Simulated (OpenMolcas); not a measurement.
# Ir⁶⁺ among point charges: CASSCF and CASPT2 levels and susceptibility

How does a field of 6 point charges split the states of Ir⁶⁺, and what χT follows?

Program: OpenMolcas 26.06. Level of theory: state-averaged CASSCF and CASPT2, spin-orbit coupling by RASSI with atomic mean-field integrals. These are calculated values, not measurements, unless marked.

## (1) The atom as given

| Property | Result |
| --- | --- |
| Species | Ir⁶⁺ (iridium, Z = 77, 71 electrons) |
| Basis | ANO-RCC-VTZP [8s7p5d3f1g], 84 functions |
| Scalar Hamiltonian | DKH2, point nucleus |
| Inactive shells | 1s 2s 2p 3s 3p 3d 4s 4p 4d 4f 5s 5p |
| Active space | 3 electrons in 5 orbitals (5d) |
| Some configurations of this space | 5d3 |
| Orbitals | optimised for each spin and parity, averaged over all roots |

The outer shells:

5d3
```
5d [↑ ][↑ ][↑ ][  ][  ]
```

The ion sits among 6 point charges of -1.7 e arranged as a trigonal prism (D3h), 1.97 Å from the ion, with a polar angle of 48.6° against the regular 49.1°.

The work runs as a chain of OpenMolcas steps in one folder; each step below is one input file. Labels, J, g values, rates, χT and fits are worked out afterwards by a script from the matrices that RASSI stores.

## (2) Basis and integrals

a.inp

```
&GATEWAY
Coord
1

Ir 0.0 0.0 0.0
Basis=ANO-RCC-VTZP
Group=NoSym
NoMove
AngMom=0.0 0.0 0.0
AMFI
XField
6 Angstrom 0
1.477923 0.000000 1.302552 -1.700000
-0.738962 1.279919 1.302552 -1.700000
-0.738962 -1.279919 1.302552 -1.700000
1.477923 0.000000 -1.302552 -1.700000
-0.738962 1.279919 -1.302552 -1.700000
-0.738962 -1.279919 -1.302552 -1.700000
&SEWARD
```

Started as:

```bash
$ OMP_NUM_THREADS=1 MOLCAS_MEM=1689 MOLCAS_PROJECT=a pymolcas a.inp > a.log
```

## (3) CASSCF: quartets, 10 roots

a.inp

```
&RASSCF
FileOrb=start.orb
Symmetry=1
Spin=4
nActEl=3 0 0
Inactive=34
Ras2=5
CIRoot=10 10 1
SDav=10
CIMx=300
Iter=120 100
PrWF=0.3
OrbListing=Nothing
MaxOrb=0
>>> COPY $Project.JobIph JOB001
```

start.orb holds the contracted functions of the basis, ordered by shell, or the orbitals of the step before.

## (4) CASSCF: doublets, 40 roots

a.inp

```
&RASSCF
FileOrb=start.orb
Symmetry=1
Spin=2
nActEl=3 0 0
Inactive=34
Ras2=5
CIRoot=40 40 1
SDav=40
CIMx=300
Iter=120 100
PrWF=0.3
OrbListing=Nothing
MaxOrb=0
>>> COPY $Project.JobIph JOB002
```

## (5) RASSI: spin-orbit coupling between the states

a.inp

```
&RASSI
NrOfJobIphs=2 10 40
1 2 3 4 5 6 7 8 9 10
1 2 3 4 5 6 7 8 9 10 11 12 13 14 15 16 17 18 19 20 21 22 23 24 25 26 27
28 29 30 31 32 33 34 35 36 37 38 39 40
IphNames
JOB001
JOB002
EJob
SpinOrbit
DIPRint=1.0
SOCoupling=1000.0
Subsets=2
Property=9
'ANGMOM' 1 'ANGMOM' 2 'ANGMOM' 3 'MLTPL  1' 1 'MLTPL  1' 2 'MLTPL  1' 3
'AMFI' 1 'AMFI' 2 'AMFI' 3
SOProperty=3
'ANGMOM' 1 'ANGMOM' 2 'ANGMOM' 3
```

## (6) CASPT2: IPEA 0.25, imaginary shift 0.1 (closed shells correlated: 4f 5s 5p)

a.inp

```
>>> COPY JOB001 $Project.JobIph
&CASPT2
Multistate=10 1 2 3 4 5 6 7 8 9 10
NoMult
Frozen=23
IPEA=0.25
Imaginary=0.1
MaxIter=60
WThr=0.0 0.3 0.05
PrWF=0.5
NoMix
>>> COPY JOB002 $Project.JobIph
&CASPT2
Multistate=40 1 2 3 4 5 6 7 8 9 10 11 12 13 14 15 16 17 18 19 20 21 22
23 24 25 26 27 28 29 30 31 32 33 34 35 36 37 38 39 40
NoMult
Frozen=23
IPEA=0.25
Imaginary=0.1
MaxIter=60
WThr=0.0 0.3 0.05
PrWF=0.5
NoMix
```

(Steps that only read results are left out.)

**Question.** What will these runs give? Wanted: spin-free ground state; first state of the same spin within the active space; lowest level; next level.

The runs gave:

| quantity | value |
| --- | --- |
| method | SS-CASPT2, IPEA 0.25, imaginary shift 0.1 (closed shells correlated: 4f 5s 5p) |
| spin-free ground state | 4A2, 1-fold in its orbital part |
| first state of the same spin within the active space | 4E at 3910 cm⁻¹ |
| lowest level | 2-fold E1/2, g = 0.39, 0.39, 1.20 |
| next level | 3718.0 cm⁻¹ |
| χT at 300 K | 0.08 cm³ K/mol |
| effective moment at 300 K | 0.78 μB |

Cost by method:

```
                                                 method  time of its own steps  time with the reference
                                              A. CASSCF                   15 s                     15 s
B. SS-CASPT2, IPEA 0.25, imaginary shift 0.1, +4f 5s 5p                   34 s                     50 s
```

Times are of one thread on a shared host.

What this shows: The spin-free ground state (4A2) comes to 94 % from free-ion F terms and keeps the highest spin of the shell. χT at 300 K is 0.08, against 1.88 cm³ K/mol for the spin alone, so spin-orbit coupling lowers it. CASPT2 does not keep the components of a term degenerate, and the means are used. The field of point charges can differ much from that of real complexes. This is an electrostatic model: the charges have no orbitals.
